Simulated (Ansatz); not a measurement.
# C2H5FSiTe: geometry optimisation, by script

Aim: a geometry optimisation, for C2H5FSiTe, run from a script. SMILES: F[SiH2]C1C[Te]1.

All numbers are computed with Ansatz 0.2.0, driven from Python. Level of theory: B3LYP/def2-SVP.

## Step 1: The system

Bond lengths: F1–Si2 1.624 Å, Si2–C3 1.889 Å, C3–C4 1.549 Å, C3–Te5 2.170 Å, C4–Te5 2.204 Å, Si2–H6 1.462 Å, Si2–H7 1.495 Å, C3–H8 1.048 Å, C4–H9 1.109 Å, C4–H10 1.049 Å. Angles (14 of 19 angles, heavy atoms first): F1–Si2–C3 109.2°, Si2–C3–C4 111.2°, Si2–C3–Te5 112.5°, C4–C3–Te5 70.4°, C3–C4–Te5 68.1°, C3–Te5–C4 41.5°, F1–Si2–H6 108.3°, F1–Si2–H7 110.1°, C3–Si2–H6 110.5°, C3–Si2–H7 110.6°, Si2–C3–H8 119.1°, C4–C3–H8 116.1°, Te5–C3–H8 117.8°, C3–C4–H9 107.1°.

The script holds or builds the structure itself.

## Step 2: The script

Input file run_opt.py:

```python
"""Relax the C2H5FSiTe molecule."""

import itertools

import ansatz
from ase.data import atomic_numbers, covalent_radii
import numpy as np

BASIS = "def2-SVP"
XC = "b3lyp"


def main() -> None:
    geometry_ang = [
        ("F", (-1.2477, 1.8789, 1.4528)),
        ("Si", (-0.027, 0.8798, 1.0679)),
        ("C", (-0.6226, -0.355, -0.2317)),
        ("C", (0.5701, -0.9925, -0.9878)),
        ("Te", (-0.5272, 0.4471, -2.246)),
        ("H", (0.3941, 0.1816, 2.2812)),
        ("H", (1.1365, 1.6654, 0.5527)),
        ("H", (-1.4167, -0.9968, 0.0023)),
        ("H", (0.2899, -2.0424, -1.2116)),
        ("H", (1.5338, -0.7172, -0.6768)),
    ]
    c2h5fsite = ansatz.Crystal.molecule()
    for symbol, xyz in geometry_ang:
        c2h5fsite = c2h5fsite.atom(symbol, xyz)

    calculation = (
        c2h5fsite.calculation()
        .basis(gaussian=BASIS)
        .functional(XC)
    )
    symbols = [site.symbol for site in c2h5fsite.cartesian_sites]
    start = np.array([site.position_ang for site in c2h5fsite.cartesian_sites], dtype=float)
    def progress(event):
        if event["event"] == "relax_step":
            row = event["data"]
            print(f"step {row['step']:3d}  E = {row['lagrangian_ev']:.6f} eV  largest force component {row['allowed_force_max_ev_ang']:.4f} eV/A")


    rep = calculation.relax(force_tolerance=0.02, max_steps=100).session().plan().execute(on_event=progress).report
    end = np.array(rep["positions_ang"])

    for key in ("converged", "free_energy_ev", "reference_energy_ev", "n_frozen", "n_occupied", "n_virtual"):
        print(f"{key:22s} {rep[key]}")

    # pairs closer than 1.2 times the sum of covalent radii, before or after
    radius = [covalent_radii[atomic_numbers[s]] for s in symbols]
    span = lambda where, i, j: np.linalg.norm(where[i] - where[j])
    bonded = [(i, j) for i, j in itertools.combinations(range(len(symbols)), 2) if min(span(start, i, j), span(end, i, j)) < 1.2 * (radius[i] + radius[j])]
    print("pair        before    after (A)")
    for i, j in bonded:
        print(f"{symbols[i]}{i}-{symbols[j]}{j}".ljust(10), f"{span(start, i, j):8.4f} {span(end, i, j):8.4f}")

    charges = rep["charge_distribution"]
    dipole = np.array(charges["dipole_moment_e_ang"]) * 4.803205
    print("dipole (D): {:.3f} {:.3f} {:.3f}, length {:.3f}".format(*dipole, np.linalg.norm(dipole)))
    print("atom  Mulliken   Lowdin")
    for symbol, m, l in zip(symbols, charges["mulliken_charges_e"], charges["lowdin_charges_e"]):
        print(f"{symbol:4s} {m:9.3f} {l:8.3f}")
    with open("c2h5fsite_opt.xyz", "w") as handle:
        handle.write(f"{len(symbols)}\nrelaxed C2H5FSiTe\n")
        handle.writelines(f"{s:2s} {x:11.6f} {y:11.6f} {z:11.6f}\n" for s, (x, y, z) in zip(symbols, end))


if __name__ == "__main__":
    main()
```

## Step 3: Running it

Started as:

```sh
$ python run_opt.py
```

Without the output at hand: what should come out? Wanted: total energy; dipole moment; moves of the relaxation; energy gained; last largest force component.

The runs gave:

| quantity | value |
| --- | --- |
| total energy | -20040.7174 eV |
| dipole moment | 2.39 D |
| moves of the relaxation | 8 |
| energy gained | 0.377 eV |
| last largest force component | 0.0197 eV/Å |

After 8 moves the largest shift is 0.334 Å, of atom 6 (H). The end point is the stationary point reached from this start; no frequency run checks that it is a minimum, and the basis set is modest. def2 sets replace the cores of elements past krypton by effective core potentials. The Löwdin charges here are taken after orthogonalising the functions within each atom; they differ from plain Löwdin charges, and their signs can be unphysical. b3lyp holds the VWN-RPA fit, as in Gaussian; the form of ORCA and Turbomole is b3lyp5.
